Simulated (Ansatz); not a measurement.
The system is Hf2Pd2Se2Br2O3.

```
Hf Pd Se Br O
1.0
     7.67722   -1.70971    0.00000
     7.67722    1.70971    0.00000
    -3.99941    0.00000   12.58754
Hf Pd Se Br O
2 2 2 2 3
Direct
  0.05486 0.05486 0.93856
  0.39372 0.39372 0.71691
  0.82080 0.82080 0.49036
  0.67714 0.67714 0.25693
  0.07768 0.07768 0.15435
  0.21009 0.21009 0.41200
  0.41355 0.41355 0.95480
  0.75396 0.75396 0.71349
  0.40299 0.40299 0.57873
  0.61446 0.61446 0.92698
  0.96906 0.96906 0.77831
```

The cell was built by a generator and needn't be a form met in nature.

Program: Ansatz 0.2.0. Alike in all runs: potentials or basis Ansatz PAW; no spin polarisation; cell as given; k mesh 8 × 8 × 2; cutoff (eV) 420; smearing fermi-dirac 0.05 eV.

Problem. Order these runs on this cell by their band gap on the k mesh, lowest first.
A. level PBE+U; U Hf d U = 2 eV, Pd d U = 2 eV; hubbard projectors ortho-atomic (the default); double counting fll (the default)
B. level PBE+U; U Hf d U = 6 eV, Pd d U = 6 eV; hubbard projectors ortho-atomic (the default); double counting fll (the default)
C. level PBEsol; points for each segment of the path 10

Solution. C (0.81 eV), A (1.06 eV), B (1.27 eV).

Caveats: spin-orbit coupling is left out, which moves the levels of the heavy elements; the density of states is complete only up to the lowest level of the last band computed (some runs); the k mesh misses the band edges, so the gap on the mesh is wider than the one along the path (some runs).
